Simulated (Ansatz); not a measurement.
# SiGe3: the cell at several levels of theory

Cell and atoms of an ordered 4-atom cell of SiGe3 on the diamond lattice (R3m) are relaxed in turn with PBE and r2SCAN. This is a trial cell built on a prototype, not taken from a measured structure, and it needn't be the compound's ground state.

Program: Ansatz 0.2.0. PAW datasets, plane waves, zero pressure. No spin polarisation and no zero-point or thermal motion; the cell was built from a prototype and may be hypothetical.

## (1) The cell

This is the cell as the run starts from it, not yet at rest; its lengths are not the crystal's.

The symmetry is R3m (No. 160, trigonal); a = 3.846 Å, c = 18.840 Å in the conventional setting, 20.11 Å³ an atom. Si has 4 Ge at 2.36 Å; Ge has 4 Ge at 2.35–2.36 Å; Ge has 1 Ge at 2.35 Å and 3 Si at 2.36 Å; Ge has 1 Si at 2.36 Å and 3 Ge at 2.36 Å.

The structure in full:

```cif
data_structure
_symmetry_space_group_name_H-M 'P 1'
_symmetry_Int_Tables_number 1
_cell_length_a 6.6609
_cell_length_b 6.6609
_cell_length_c 6.6609
_cell_angle_alpha 33.557
_cell_angle_beta 33.557
_cell_angle_gamma 33.557
_cell_volume 80.43
loop_
_atom_site_label
_atom_site_type_symbol
_atom_site_fract_x
_atom_site_fract_y
_atom_site_fract_z
_atom_site_occupancy
Si1 Si 0.00000 0.00000 0.00000 1
Ge1 Ge 0.50000 0.50000 0.50000 1
Ge2 Ge 0.37500 0.37500 0.37500 1
Ge3 Ge 0.87500 0.87500 0.87500 1
```

## (2) Relaxation with PBE

Input file input.yaml:

```yaml
crystal:
  lattice:
    - [1.9228494481, 1.1101576465, 6.28]
    - [-1.9228494481, 1.1101576465, 6.28]
    - [0.0, -2.2203152929, 6.28]
  atoms:
    - { symbol: Si, position: [1.0, 0.0, 0.0] }
    - { symbol: Ge, position: [0.5, 0.5, 0.5] }
    - { symbol: Ge, position: [0.375, 0.375, 0.375] }
    - { symbol: Ge, position: [0.875, 0.875, 0.875] }
kpoints:
  mp_grid: { grid: [8, 8, 8] }
hamiltonian:
  xc: pbe
scf:
  occupations: { method: fermi_dirac, width: 0.02 }
relax:
  f_tol: 0.005
  cell: {}
```

Launch:

```bash
> ansatz run input.yaml --threads 2 --pin off --max-ram 2211MiB --backend cpu --events-out ev --progress --plain --runs-dir out
```

The runs that follow: Relaxation with r2SCAN.

What does the calculation give? Wanted: for each run, a; c; volume; space group; SCF geometries.

The runs gave:

| level | a (Å) | c (Å) | volume (Å³/atom) | space group | SCF geometries |
| --- | --- | --- | --- | --- | --- |
| PBE | 4.015 | 19.661 | 22.869 | R3m | 8 |
| r2SCAN | 3.968 | 19.402 | 22.044 | R3m | 5 |

From the start to the first minimum the volume moved by +13.7 %. r2SCAN gives the smallest cell and PBE the largest; they differ by 3.7 % in volume, a mean of 1.2 % in length. The meshes differ: PBE 8×8×8, r2SCAN 6×6×6.
